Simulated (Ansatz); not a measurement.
# CCSD(T)/cc-pVDZ run of HF (hydrogen fluoride)

Aim: the electronic atomisation energy of HF (hydrogen fluoride) at CCSD(T)/cc-pVDZ, from 3 runs. 

Program for the calculation: Ansatz 0.2.0.

57 further runs of the same task are left out: 1 that didn't finish, 56 set aside as unsound or not needed.

### 1 The structure to begin with

The species is HF (2 atoms), meant as a singlet with charge 0. SMILES: `F`. Geometry: relaxed at PBE0-D4/def2-TZVP.

Bond lengths: F1–H2 0.920 Å.

### 2 A single-point energy at CCSD(T)/cc-pVDZ

run.yaml reads:

```yaml
crystal:
  periodic: [false, false, false]
  atoms:
    - {symbol: F, position_ang: [-0.390000, 0.144600, -0.196400]}
    - {symbol: H, position_ang: [0.390000, -0.144600, 0.196400]}
basis:
  gaussian: {orbitals: cc-pVDZ}
correlation: {method: ccsd_t, frozen_orbitals: {F: 1, H: 0}}
scf: {omitted_lower_state_checks: [cluster_reference, increment]}
accuracy: high
```

The run is started by

```console
$ ansatz run run.yaml --threads 1 --pin off --max-ram 2610MiB --events-out events.jsonl --progress --plain --runs-dir runs
```

What it wrote:

```text
Warning: RAYON_NUM_THREADS=1 ignored (pool sized by the plan → 1); use --threads N
[... 11 lines left out ...]
1 core orbitals not correlated: weight in the atoms' cores, before any rotation towards them, 1.000 or more for the frozen orbitals, at most 0.000 for the correlated occupied ones
[... 18 lines left out ...]
Total energy: -2727.34707260 eV, -100.2281562557 hartree
Checks for a lower state left out: cluster_reference, increment
```

Run time: 0.14 s. Hardware: 1 thread of Arm Neoverse V2, shared host.

### 3 The F atom

run.yaml reads:

```yaml
crystal:
  periodic: [false, false, false]
  atoms:
    - {symbol: F, position_ang: [0.000000, 0.000000, 0.000000]}
basis:
  gaussian: {orbitals: cc-pVDZ}
magnetization: {spin_polarized: true, initial_magnetization: 1}
correlation: {method: ccsd_t, frozen_orbitals: {F: 1}}
accuracy: high
scf: {omitted_lower_state_checks: [cluster_reference, increment]}
```

The run is started by

```console
$ ansatz run run.yaml --threads 1 --pin off --max-ram 2610MiB --events-out events.jsonl --progress --plain --runs-dir runs
```

What it wrote:

```text
Warning: RAYON_NUM_THREADS=1 ignored (pool sized by the plan → 1); use --threads N
[... 12 lines left out ...]
1 core orbitals not correlated: weight in the atoms' cores, before any rotation towards them, 1.000 or more for the frozen orbitals, at most 0.000 for the correlated occupied ones
[... 17 lines left out ...]
Total energy: -2708.28326061 eV, -99.5275740871 hartree
Checks for a lower state left out: cluster_reference, increment
```

Run time: 0.2 s. Hardware: 1 thread of Arm Neoverse V2, shared host.

### 4 The H atom: the energy at UHF/cc-pVDZ

input.yaml reads:

```yaml
crystal:
  periodic: [false, false, false]
  atoms:
    - {symbol: H, position_ang: [0.000000, 0.000000, 0.000000]}
basis:
  gaussian:
    orbitals: cc-pVDZ
magnetization:
  spin_polarized: true
  initial_magnetization: 1
accuracy: high
hamiltonian:
  xc: hf
```

The run is started by

```console
$ ansatz run input.yaml --threads 1 --pin off --max-ram 2610MiB --events-out events.jsonl --progress --plain --runs-dir runs
```

What it wrote:

```text
Warning: RAYON_NUM_THREADS=1 ignored (pool sized by the plan → 1); use --threads N
Functional definition: HF
  name "HF"
  exchange = exact_x
  correlation = 0
15 factors; integrals over basis functions are off by at most 4.6e-8 eV
mean field evaluation 1: about -13.5522 eV, gradient 1.6e0 eV
mean field evaluation 2: about -13.5522 eV, gradient 1.6e0 eV
mean field evaluation 4: about -13.5861 eV, gradient 1.4e-4 eV
mean field evaluation 8: about -13.5861 eV, gradient 4.9e-14 eV
mean field -13.58605748 eV, -0.4992784034 hartree, gradient 1.6e-10 eV, S^2 0.750000; 0 other end points of the search recorded, 0 dependent functions left out
reference -13.58605748 eV, -0.4992784034 hartree; 1, 0 occupied and 4, 5 virtual orbitals, 15 factors
Total energy: -13.58605748 eV, -0.4992784034 hartree
```

Run time: 0.02 s. Hardware: 1 thread of Arm Neoverse V2, shared host.

### 5 Summary of results

Level: CCSD(T)/cc-pVDZ, 1 core orbital frozen.

| quantity | value |
| --- | --- |
| molecule: total energy | -100.22816 Eh |
| molecule: correlation energy (1 core orbital frozen) | -208.9 mEh |
| molecule: (T) correction | -1.93 mEh |
| molecule: T1 diagnostic | 0.006 |
| F atom: total energy | -99.52757 Eh |
| F atom: correlation energy (1 core orbital frozen) | -152.3 mEh |
| F atom: (T) correction | -0.88 mEh |
| F atom: ⟨S²⟩ of the reference determinant | 0.752 |
| F atom: T1 diagnostic | 0.003 |
| H atom: total energy | -0.49928 Eh |
| H atom: ⟨S²⟩ | 0.750 |
| electronic atomisation energy | 5.478 eV |

Taking the molecule apart into free atoms costs 5.48 eV (126 kcal/mol), before zero-point energy and without spin-orbit coupling. The triples (molecule) make up 0.9 % of the correlation energy. The triples (F atom) make up 0.6 % of the correlation energy.
